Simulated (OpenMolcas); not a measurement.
# V⁺: CASSCF and CASPT2 terms and fine-structure levels

Aim: the low terms and levels of V⁺, with their order and spacing, then second-order correlation under several settings.

Method: state-averaged CASSCF and CASPT2, spin-orbit coupling by RASSI with atomic mean-field integrals. Code: OpenMolcas 26.06.

**1. The atom as given**

| Property | Result |
| --- | --- |
| Species | V⁺ (vanadium, Z = 23, 22 electrons) |
| Basis | ANO-R3 [7s5p5d3f2g1h], 97 functions |
| Scalar Hamiltonian | X2C, finite nucleus |
| Inactive shells | 1s 2s 2p 3s 3p |
| Active space | 4 electrons in 5 orbitals (3d) |
| Some configurations of this space | 3d4 |
| Orbitals | optimised for each spin and parity, averaged over all roots |

Outer shells as boxes (Hund's rule):

3d4
```
3d [↑ ][↑ ][↑ ][↑ ][  ]
```

The work runs as a chain of OpenMolcas steps in one folder; each step below is one input file. Labels, J, g values, rates, χT and fits are worked out afterwards by a script from the matrices that RASSI stores.

**2. Basis and integrals**

The input, a.inp:

```
&GATEWAY
Coord
1

V 0.0 0.0 0.0
Basis=ANO-R3
Group=XYZ
NoMove
AngMom=0.0 0.0 0.0
AMFI
&SEWARD
```

**3. CASSCF: quintets of even parity, 5 roots**

The input, a.inp:

```
&RASSCF
FileOrb=start.orb
Symmetry=1
Spin=5
nActEl=4 0 0
Inactive=3 6
Ras2=5 0
CIRoot=5 5 1
SDav=5
CIMx=300
Iter=120 100
PrWF=0.3
OrbListing=Nothing
MaxOrb=0
Atom
>>> COPY $Project.JobIph JOB001
```

start.orb holds the contracted functions of the basis, ordered by shell, or the orbitals of the step before.

**4. CASSCF: triplets of even parity, 45 roots**

The input, a.inp:

```
&RASSCF
FileOrb=start.orb
Symmetry=1
Spin=3
nActEl=4 0 0
Inactive=3 6
Ras2=5 0
CIRoot=45 45 1
SDav=45
CIMx=300
Iter=120 100
PrWF=0.3
OrbListing=Nothing
MaxOrb=0
Atom
>>> COPY $Project.JobIph JOB002
```

**5. Reference wave functions, singlets of even parity, 50 roots**

The input, a.inp:

```
&RASSCF
FileOrb=start.orb
Symmetry=1
Spin=1
nActEl=4 0 0
Inactive=3 6
Ras2=5 0
CIRoot=50 50 1
SDav=50
CIMx=300
Iter=120 100
PrWF=0.3
OrbListing=Nothing
MaxOrb=0
Atom
>>> COPY $Project.JobIph JOB003
```

**6. State interaction with spin-orbit coupling**

The input, a.inp:

```
&RASSI
NrOfJobIphs=3 5 45 44
1 2 3 4 5
1 2 3 4 5 6 7 8 9 10 11 12 13 14 15 16 17 18 19 20 21 22 23 24 25 26 27
28 29 30 31 32 33 34 35 36 37 38 39 40 41 42 43 44 45
1 2 3 4 5 6 7 8 9 10 11 12 13 14 15 16 17 18 19 20 21 22 23 24 25 26 27
28 29 30 31 32 33 34 35 36 37 38 39 40 41 42 43 44
IphNames
JOB001
JOB002
JOB003
EJob
SpinOrbit
DIPRint=1.0
SOCoupling=1000.0
Subsets=2
MEES
Property=10
'ANGMOM' 1 'ANGMOM' 2 'ANGMOM' 3 'MLTPL  1' 1 'MLTPL  1' 2 'MLTPL  1' 3
'AMFI' 1 'AMFI' 2 'AMFI' 3 'MLTPL  2' 6
SOProperty=3
'ANGMOM' 1 'ANGMOM' 2 'ANGMOM' 3
```

**7. CASPT2: IPEA 0.25, imaginary shift 0.1 (closed shells correlated: 3s 3p)**

The input, a.inp:

```
>>> COPY JOB001 $Project.JobIph
&CASPT2
Multistate=5 1 2 3 4 5
Frozen=2 3
IPEA=0.25
Imaginary=0.1
MaxIter=60
WThr=0.0 0.3 0.05
PrWF=0.5
NoMix
>>> COPY JOB002 $Project.JobIph
&CASPT2
Multistate=45 1 2 3 4 5 6 7 8 9 10 11 12 13 14 15 16 17 18 19 20 21 22
23 24 25 26 27 28 29 30 31 32 33 34 35 36 37 38 39 40 41 42 43 44 45
Frozen=2 3
IPEA=0.25
Imaginary=0.1
MaxIter=60
WThr=0.0 0.3 0.05
PrWF=0.5
NoMix
>>> COPY JOB003 $Project.JobIph
&CASPT2
Multistate=44 1 2 3 4 5 6 7 8 9 10 11 12 13 14 15 16 17 18 19 20 21 22
23 24 25 26 27 28 29 30 31 32 33 34 35 36 37 38 39 40 41 42 43 44
Frozen=2 3
IPEA=0.25
Imaginary=0.1
MaxIter=60
WThr=0.0 0.3 0.05
PrWF=0.5
NoMix
```

**8. CASPT2: IPEA 0.25, imaginary shift 0.1 (closed shells correlated: 3s 3p), extended multistate**

The input, a.inp:

```
>>> COPY JOB001 $Project.JobIph
&CASPT2
XMultistate=5 1 2 3 4 5
Frozen=2 3
IPEA=0.25
Imaginary=0.1
MaxIter=60
WThr=0.0 0.3 0.05
PrWF=0.5
NoMix
>>> COPY JOB002 $Project.JobIph
&CASPT2
XMultistate=45 1 2 3 4 5 6 7 8 9 10 11 12 13 14 15 16 17 18 19 20 21 22
23 24 25 26 27 28 29 30 31 32 33 34 35 36 37 38 39 40 41 42 43 44 45
Frozen=2 3
IPEA=0.25
Imaginary=0.1
MaxIter=60
WThr=0.0 0.3 0.05
PrWF=0.5
NoMix
>>> COPY JOB003 $Project.JobIph
&CASPT2
XMultistate=44 1 2 3 4 5 6 7 8 9 10 11 12 13 14 15 16 17 18 19 20 21 22
23 24 25 26 27 28 29 30 31 32 33 34 35 36 37 38 39 40 41 42 43 44
Frozen=2 3
IPEA=0.25
Imaginary=0.1
MaxIter=60
WThr=0.0 0.3 0.05
PrWF=0.5
NoMix
```

(Steps that only read results are left out.)

What does the calculation give? Wanted: lowest level; first excited level; lowest level of another term; spin-orbit lowering of the lowest level; strongest of the lines computed, by gA.

As calculated:

```
                                                                                   quantity                                                                        value
                                                                                     method  SS-CASPT2, IPEA 0.25, imaginary shift 0.1 (closed shells correlated: 3s 3p)
                                                                               lowest level                                                  3d4 5D0, 100 % of that term
                                                                ground level listed by NIST                                                                          5D0
                                                                        first excited level                                                         3d4 5D1 at 0.0049 eV
                                                               lowest level of another term                                                       3d4 3P0(1) at 1.291 eV
                                                    spin-orbit lowering of the lowest level                                                                    0.0291 eV
strongest of the lines computed, by gA (one parity, so forbidden lines), at CASSCF energies                             3d4 1G4(2) → 3d4 1I6, 418.6 nm, A = 4.41e+00 s⁻¹
```

Cost and accuracy by method:

```csv
method,time of its own steps,time with the reference,mean absolute difference from the measured levels (cm-1)
A. CASSCF,38 s,38 s,16
"B. SS-CASPT2, IPEA 0.25, imaginary shift 0.1, +3s 3p",57 s,94 s,18
"C. XMS-CASPT2, IPEA 0.25, imaginary shift 0.1, +3s 3p",40 s,78 s,18
```

Times are of one thread on a shared host.

**Reading.** The multiplet 5D is regular; its intervals divided by the larger J differ by 9 % of their mean, where Landé's rule for pure LS coupling makes them equal. Second-order correlation (method B) scales the levels of the lowest configuration above 5000 cm⁻¹ by 0.61 to 0.76. Method A lies closest to the measured levels (16 cm⁻¹ on average) and B farthest (18). These are fine-structure levels alone, which test spin-orbit coupling more than correlation. Only the configurations of the active space and the roots asked for are present. Not all states of the active space went into the spin-orbit step. CASPT2 does not keep the components of a term degenerate, and the means are used. Only valence configurations of the active space appear, up to the ionisation limit; * or ° marks odd parity.
